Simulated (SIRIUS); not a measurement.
Crystal: SiC4.

```
Si C
1.0
    -2.18822    2.18822    2.18822
     2.18822   -2.18822    2.18822
     2.18822    2.18822   -2.18822
Si C
1 4
Direct
  0.00000 0.00000 0.00000
  0.00000 0.00000 0.50000
  0.00000 0.50000 0.00000
  0.50000 0.00000 0.00000
  0.50000 0.50000 0.50000
```

The cell was built by a generator and needn't be a form met in nature.

```yaml
Program: SIRIUS 7.10.0
Task: single point
Functional: PBE
Potentials_or_basis: PseudoDojo 0.4.1 PBE standard (scalar relativistic)
Cutoff: 1127 eV
Density_cutoff: 4507 eV
k_mesh: 9 × 9 × 9
Occupations: fermi-dirac, width 0.05 eV
Spin: no spin polarisation
```

On this cell: pressure 1.0 GPa; largest force zero by symmetry; band gap on the k mesh none (metal or under the smearing width).

The same run follows on a disturbed copy (atoms moved at random, drawn with an rms of 0.05 Å):

```xyz
5
Lattice="-2.1882 2.1882 2.1882 2.1882 -2.1882 2.1882 2.1882 2.1882 -2.1882" Properties=species:S:1:pos:R:3 pbc="T T T"
Si    0.0181    0.0114   -0.0318
C     1.0448    1.1290   -1.0602
C     1.0967   -1.0758    1.0666
C    -1.1394    1.0883    1.1282
C     1.0747    1.0392    1.0463
```

**Question.** What does the disturbed cell give?

**Answer.** The energy (extrapolated to zero smearing) moves by +19.9 meV/atom; pressure 2.8 GPa; largest force 3.068 eV/Å; band gap on the k mesh none (metal or under the smearing width).

Forces in eV/Å, atoms in the order of the input:
```
Si  -2.934 -0.806  0.390
C    0.675  1.168 -0.392
C    0.365  0.379 -0.130
C    0.820 -1.345 -0.502
C    1.074  0.604  0.634
```

Stress tensor (GPa, compression positive):
```
 3.37  0.57 -0.35
 0.57  3.49  0.88
-0.35  0.88  1.55
```
